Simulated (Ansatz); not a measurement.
**SiGeH3+ (singlet): wave-function methods side by side, cc-pVDZ**

An exercise on one series of results from a longer session: the logs are not shown, and one member is left open.

The runs use Ansatz 0.2.0, Gaussian basis; cc-pVDZ, core rule «outside noble gas», up to 19 orbitals frozen.

To be run: UHF; CCSD(T) on RHF; CCSD(T) on UHF; BCCD(T) on RHF; CISD; CCSDT(Q) on RHF; CCSDT(Q) on UHF.

21 further runs of the same task are left out: 9 that didn't finish, 12 set aside as unsound or not needed.

## The geometry

The geometry is a PBE0/def2-TZVP stationary point (not a proven minimum) of the parent state, kept for this charge and spin. No spin-orbit coupling is included. The filled d shell of Ge may be among the frozen orbitals whatever the setting's name suggests; the logs give the count.

5 atoms, charge 1, spin multiplicity 1.

Atoms are counted from 1 here; the program's logs count them from 0.

Bond lengths: Si1–Ge2 2.420 Å, Ge2–H3 1.550 Å, Ge2–H4 1.543 Å, Ge2–H5 1.543 Å. Angles: Si1–Ge2–H3 102.9°, Si1–Ge2–H4 116.0°, Si1–Ge2–H5 116.0°, H3–Ge2–H4 106.8°, H3–Ge2–H5 106.8°, H4–Ge2–H5 107.6°.

Coordinates:

```
Si    0.0063    0.0000    1.7815
Ge    0.0015    0.0000   -0.6387
H    -1.5105    0.0000   -0.9813
H     0.6125    1.2449   -1.3153
H     0.6125   -1.2449   -1.3153
```

The first run:

in.yaml

```yaml
crystal:
  periodic: [false, false, false]
  atoms:
    - {symbol: Si, position_ang: [0.006312, -0.000001, 1.781521]}
    - {symbol: Ge, position_ang: [0.001520, 0.000000, -0.638687]}
    - {symbol: H, position_ang: [-1.510450, -0.000015, -0.981329]}
    - {symbol: H, position_ang: [0.612502, 1.244920, -1.315333]}
    - {symbol: H, position_ang: [0.612528, -1.244907, -1.315334]}
basis:
  gaussian: {orbitals: cc-pVDZ}
total_charge: 1
magnetization: {spin_polarized: true, initial_magnetization: 0}
hamiltonian: {xc: hf}
output: {orbitals: {seedname: orbitals}}
```

On the command line:

```console
$ ansatz run in.yaml --threads 1 --pin off --events-out ev --progress --plain --max-ram 2393MiB
```

Among the steps run: UHF; CCSD(T) on RHF; CCSD(T) on UHF; BCCD(T) on RHF; CISD; CCSDT(Q) on RHF; CCSDT(Q) on UHF.

One of the session's tables, all rows but one given; the rest of the session is left out.

```
   method  from RCCSDT(Q) (meV)
      RHF               +5530.3
      UHF               +5457.2
     RMP2               +1402.4
     UMP2               +1556.4
     CISD                +657.2
    RCCSD                +183.3
    UCCSD                +188.5
 RCCSD(T)                     ?
 UCCSD(T)                 +42.9
  BCCD(T)                 +41.1
   RCCSDT                  +7.7
   UCCSDT                  +8.5
RCCSDT(Q)                     0
UCCSDT(Q)                  -0.1
```

Estimate the missing values for RCCSD(T).

The run gave: from RCCSDT(Q) (meV): +41.7. In the column «from RCCSDT(Q) (meV)» it lies between BCCD(T) (+41.1) and UCCSD(T) (+42.9).

To keep in mind: Restricted and unrestricted rows rest on different reference determinants; where their highest levels disagree by more than a few hundredths of an eV, they describe different states and don't form one ladder.
